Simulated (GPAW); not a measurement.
RuSe:

```
Ru Se
1.0
     3.18769    0.00000    0.00000
     0.00000    3.18769    0.00000
     0.00000    0.00000    3.18769
Ru Se
1 1
Direct
  0.00000 0.00000 0.00000
  0.50000 0.50000 0.50000
```

The cell comes from a database or a generator and needn't be the stable form of this composition.

```yaml
Program: GPAW 26.7.0
Task: relaxation of cell and atoms
Functional: RPBE
Potentials_or_basis: the program's PAW data sets (release 1.2.1) made for this functional
Cutoff: 600 eV
Basis: pw
k_mesh: 8 × 8 × 8
Occupations: fermi-dirac, width 0.05 eV
Spin: no spin polarisation
```

At the start: pressure -5.5 GPa; volume 16.20 Å³/atom.

Problem. Where does the relaxation end?

Solution. Over 4 steps the energy falls by 10.3 meV/atom and the volume is 15.61 Å³/atom (-3.6 %); space group Pm-3m (No. 221, to 0.05 Å).

Step by step:
```csv
step,energy change (eV),largest force (eV/Å),pressure (GPa),volume (Å³)
1,0.0000,0.0000,-5.53,32.39
2,-0.0111,0.0000,-3.86,32.01
3,-0.0205,0.0000,0.25,31.16
4,-0.0206,0.0000,-0.01,31.21
```

Final structure:
```
CELL_PARAMETERS angstrom
3.14849 0.00000 0.00000
0.00000 3.14849 0.00000
0.00000 0.00000 3.14849
ATOMIC_POSITIONS crystal
Ru 0.00000 0.00000 0.00000
Se 0.50000 0.50000 0.50000
```

Caveat: later steps reuse the first step's grids.
